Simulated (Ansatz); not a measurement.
# K3BTe3: the cost of one run

Program: Ansatz 0.2.0. Level of theory: DFT PBE, scalar-relativistic, plane waves, PAW. These are calculated values, not measurements.

1 further run of the same task is left out (it didn't finish).

## 1. The system as given

Symmetry: Pm-3m, No. 221, cubic system. The conventional cell has a = 6.067 Å, b = 6.067 Å, c = 6.067 Å, α = 90.00°, β = 90.00°, γ = 90.00°. K (site symmetry 4/mmm) has 2 B at 3.03 Å and 4 Te at 3.03 Å as nearest neighbours. Around B (site symmetry m-3m) lie 6 K at 3.03 Å. Around Te (site symmetry 4/mmm) lie 4 K at 3.03 Å.

Coordinates:

```cif
data_structure
_symmetry_space_group_name_H-M 'Pm-3m'
_symmetry_Int_Tables_number 221
_cell_length_a 6.0673
_cell_length_b 6.0673
_cell_length_c 6.0673
_cell_angle_alpha 90.000
_cell_angle_beta 90.000
_cell_angle_gamma 90.000
_cell_volume 223.35
loop_
_atom_site_label
_atom_site_type_symbol
_atom_site_symmetry_multiplicity
_atom_site_Wyckoff_symbol
_atom_site_fract_x
_atom_site_fract_y
_atom_site_fract_z
_atom_site_occupancy
K1 K 3 c 0.50000 0.50000 0.00000 1
B1 B 1 b 0.50000 0.50000 0.50000 1
Te1 Te 3 d 0.50000 0.00000 0.00000 1
```

Recipe of the guess: species swapped into a database cell of Ce3GaBr3 (Pm-3m, No. 221), with K on the Ce sites, B on the Ga sites and Te on the Br sites. Lengths come from tabulated atomic sizes and are only a guess.

## 2. The guess as it stands, on a coarse mesh

The input, input.yaml:

```yaml
crystal:
  lattice:
    - [6.06727282, 0.0, 0.0]
    - [0.0, 6.06727282, 0.0]
    - [0.0, 0.0, 6.06727282]
  atoms:
    - { symbol: K, position: [0.5, 0.5, 0.0] }
    - { symbol: K, position: [0.0, 0.5, 0.5] }
    - { symbol: K, position: [0.5, 0.0, 0.5] }
    - { symbol: B, position: [0.5, 0.5, 0.5] }
    - { symbol: Te, position: [0.5, 0.0, 0.0] }
    - { symbol: Te, position: [0.0, 0.5, 0.0] }
    - { symbol: Te, position: [0.0, 0.0, 0.5] }
basis:
  ecutwfc: 420
kpoints:
  mp_grid: { grid: [4, 4, 4] }
hamiltonian:
  xc: pbe
scf:
  occupations: { method: gaussian, width: 0.1 }
  lower_state_search: "off"
output:
  forces: true
  stress: true
  eigenvalues: true
```

Started as:

```console
$ ansatz run input.yaml --threads 1 --pin off --max-ram 2048MiB --backend cpu --events-out ev --progress --plain --runs-dir out
```

**Question.** How long does this run take on 1 thread of Intel Xeon 6975P-C (Granite Rapids), shared host, and how much memory does it need?

About 3.7 s, with a peak of 0.53 GiB.
